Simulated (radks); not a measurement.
# Excited configurations of Rh²⁺

How tightly is the outer electron of Rh²⁺ held in higher orbitals? Ground state, ion and excited configurations are run in turn.

Program: radks (a radial shooting solver on a logarithmic mesh, Libxc functionals) version 1. Level of theory: Dirac Kohn-Sham, BLYP, spin-unpolarised, spherical densities, finite nucleus; open shells fill j = l - 1/2 first. These are calculated values, not measurements, unless marked.

### 1 Starting point

| Item | Value |
| --- | --- |
| element | rhodium (Z = 45) |
| charge | +2 |
| electrons | 43 |
| configuration | [Kr] 4d7 |
| nuclear rms radius | 4.4945 fm |

### 2 Ground configuration: [Kr] 4d7

Settings of this run:

```text
Z 45
configuration [Kr] 4d7
relativity Dirac
functional b88,lyp
spin unpolarised
j_filling energy
nucleus finite rms 4.4945 fm
c 137.035999084
```

### 3 The ion: [Kr] 4d6

Input: that of step 2 with these lines changed.

```diff
@@ -1,3 +1,3 @@
 Z 45
-configuration [Kr] 4d7
+configuration [Kr] 4d6
 relativity Dirac
```

### 4 Outer electron in 4f: [Kr] 4d6 4f1

Input: that of step 3 with these lines changed.

```diff
@@ -1,3 +1,3 @@
 Z 45
-configuration [Kr] 4d6
+configuration [Kr] 4d6 4f1
 relativity Dirac
```

### 5 Outer electron in 5p: [Kr] 4d6 5p1

Input: that of step 4 with these lines changed.

```diff
@@ -1,3 +1,3 @@
 Z 45
-configuration [Kr] 4d6 4f1
+configuration [Kr] 4d6 5p1
 relativity Dirac
```

### 6 Outer electron in 5d: [Kr] 4d6 5d1

Input: that of step 5 with these lines changed.

```diff
@@ -1,3 +1,3 @@
 Z 45
-configuration [Kr] 4d6 5p1
+configuration [Kr] 4d6 5d1
 relativity Dirac
```

### 7 Outer electron in 5f: [Kr] 4d6 5f1

Input: that of step 6 with these lines changed.

```diff
@@ -1,3 +1,3 @@
 Z 45
-configuration [Kr] 4d6 5d1
+configuration [Kr] 4d6 5f1
 relativity Dirac
```

### 8 Outer electron in 6s: [Kr] 4d6 6s1

Input: that of step 7 with these lines changed.

```diff
@@ -1,3 +1,3 @@
 Z 45
-configuration [Kr] 4d6 5f1
+configuration [Kr] 4d6 6s1
 relativity Dirac
```

### 9 Outer electron in 6d: [Kr] 4d6 6d1

Input: that of step 8 with these lines changed.

```diff
@@ -1,3 +1,3 @@
 Z 45
-configuration [Kr] 4d6 6s1
+configuration [Kr] 4d6 6d1
 relativity Dirac
```

### 10 Outer electron in 6f: [Kr] 4d6 6f1

Input: that of step 9 with these lines changed.

```diff
@@ -1,3 +1,3 @@
 Z 45
-configuration [Kr] 4d6 6d1
+configuration [Kr] 4d6 6f1
 relativity Dirac
```

### 11 Outer electron in 7s: [Kr] 4d6 7s1

Input: that of step 10 with these lines changed.

```diff
@@ -1,3 +1,3 @@
 Z 45
-configuration [Kr] 4d6 6f1
+configuration [Kr] 4d6 7s1
 relativity Dirac
```

### 12 Outer electron in 7p: [Kr] 4d6 7p1

Input: that of step 11 with these lines changed.

```diff
@@ -1,3 +1,3 @@
 Z 45
-configuration [Kr] 4d6 7s1
+configuration [Kr] 4d6 7p1
 relativity Dirac
```

### 13 Outer electron in 7f: [Kr] 4d6 7f1

Input: that of step 12 with these lines changed.

```diff
@@ -1,3 +1,3 @@
 Z 45
-configuration [Kr] 4d6 7p1
+configuration [Kr] 4d6 7f1
 relativity Dirac
```

Q: Predict the outcome of this session. Wanted: for each run, outer orbital; excitation; binding; n*; quantum defect; <r>.

As calculated:

| outer orbital | excitation (eV) | binding (eV) | n* | quantum defect | <r> (bohr) |
| --- | --- | --- | --- | --- | --- |
| 4f | 23.987 | 8.158 | 3.874 | 0.126 | 5.226 |
| 5p | 12.538 | 19.607 | 2.499 | 2.501 | 3.030 |
| 5d | 20.531 | 11.614 | 3.247 | 1.753 | 4.432 |
| 5f | 26.517 | 5.628 | 4.665 | 0.335 | 8.944 |
| 6s | 20.349 | 11.796 | 3.222 | 2.778 | 5.346 |
| 6d | 25.126 | 7.019 | 4.177 | 1.823 | 8.053 |
| 6f | 28.121 | 4.024 | 5.516 | 0.484 | 13.61 |
| 7s | 25.072 | 7.073 | 4.161 | 2.839 | 8.900 |
| 7p | 26.001 | 6.144 | 4.464 | 2.536 | 9.945 |
| 7f | 29.137 | 3.008 | 6.380 | 0.620 | 19.26 |

**Reading.** Binding is E(ion) − E, and n* = 3/√(2·binding) in atomic units. The Δ-SCF energy to the ion that was run is 32.145 eV (NIST's first ionisation energy, to the ion's ground state: 31.060 eV, semi-empirical). Mean quantum defects: f 0.39, p 2.52, d 1.79, s 2.81. They fall with l, since high-l orbitals stay out of the core. Self-interaction in the functional shifts them, so they are the method's values and not measured ones. Spin polarisation and multiplet splitting are left out, so open shells lie too high by an amount that depends on their filling.
